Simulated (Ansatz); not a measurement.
# Ni: a surface, (110), 5 layers

Aim: cut a slab of Ni (110), 5 layers from the relaxed bulk, relax it, and get surface energy and work function. The runs shown use PAW. Its runs: bulk cell relaxed (PAW); bulk in the slab's orientation (PAW); the reference run (PAW); atoms relaxed (PAW); field of 0.5 V/Å along the normal (PAW); vacuum of 13 Å (PAW).

Computed with Ansatz 0.2.0 (DFT, LDA, PAW with Ansatz's default frozen-core files, scalar-relativistic, unless a step's input says otherwise).

### 1 The system as given

Symmetry: Fm-3m, No. 225, cubic system. Conventional cell: a = 3.524 Å, b = 3.524 Å, c = 3.524 Å, α = 90.00°, β = 90.00°, γ = 90.00°. Ni (site symmetry m-3m) has 12 Ni at 2.49 Å as nearest neighbours.

As a file:

```cif
data_structure
_symmetry_space_group_name_H-M 'Fm-3m'
_symmetry_Int_Tables_number 225
_cell_length_a 3.5239
_cell_length_b 3.5239
_cell_length_c 3.5239
_cell_angle_alpha 90.000
_cell_angle_beta 90.000
_cell_angle_gamma 90.000
_cell_volume 43.76
loop_
_atom_site_label
_atom_site_type_symbol
_atom_site_symmetry_multiplicity
_atom_site_Wyckoff_symbol
_atom_site_fract_x
_atom_site_fract_y
_atom_site_fract_z
_atom_site_occupancy
Ni1 Ni 4 a 0.00000 0.00000 0.00000 1
```

The file gives the conventional cell by its symmetry; the runs use the cell typed in the input.

### 2 Bulk cell relaxed, PAW

The input, input.yaml:

```yaml
crystal:
  lattice:
    - [0.0, 1.761958907, 1.761958907]
    - [1.761958907, 0.0, 1.761958907]
    - [1.761958907, 1.761958907, 0.0]
  atoms:
    - { symbol: Ni, position: [0.0, 0.0, 0.0], spin: 1.0 }
magnetization:
  spin_polarized: true
kpoints:
  mp_grid: { grid: [21, 21, 21] }
scf:
  occupations: { method: fermi_dirac, width: 0.1 }
hamiltonian:
  xc: lda
  pseudopotentials: { kind: paw }
output:
  forces: true
  stress: true
  write_density: true
  write_potential: true
  elf: true
  volumetric_format: npy
relax:
  f_tol: 0.005
  max_steps: 40
  cell: {}
```

Command:

```bash
> ansatz run input.yaml --threads 3 --pin off --max-ram 9216MiB --backend cpu --events-out ev --progress --plain --runs-dir out
```

Further steps of the session: Bulk in the slab's orientation, PAW; Slab as cut, PAW; Atoms relaxed, PAW; Field of 0.5 V/Å along the normal, PAW; Vacuum of 13 Å, PAW.

Q: Predict the outcome of this session. Wanted: surface energy; work function; outer layer spacing.

As calculated:

| quantity | value |
| --- | --- |
| surface energy (PAW, relaxed) | 2.95 J/m² |
| work function (PAW, relaxed) | 4.96 eV |
| outer layer spacing (PAW) | 1.21 → 1.08 Å |

**Reading.** By PAW the surface costs 3.05 J/m² as cut and 2.95 J/m² relaxed. The outermost spacing changes by -11.1 % (PAW). The field of 0.5 V/Å along the normal induces a dipole of 0.174 e·Å per cell (PAW). Vacuum of 13 Å moves the work function by less than 0.01 eV (PAW). Thickness wasn't converged, and no reconstruction was sought. The magnetic state is the one reached from the start moments in this cell; it needn't be the ground state.
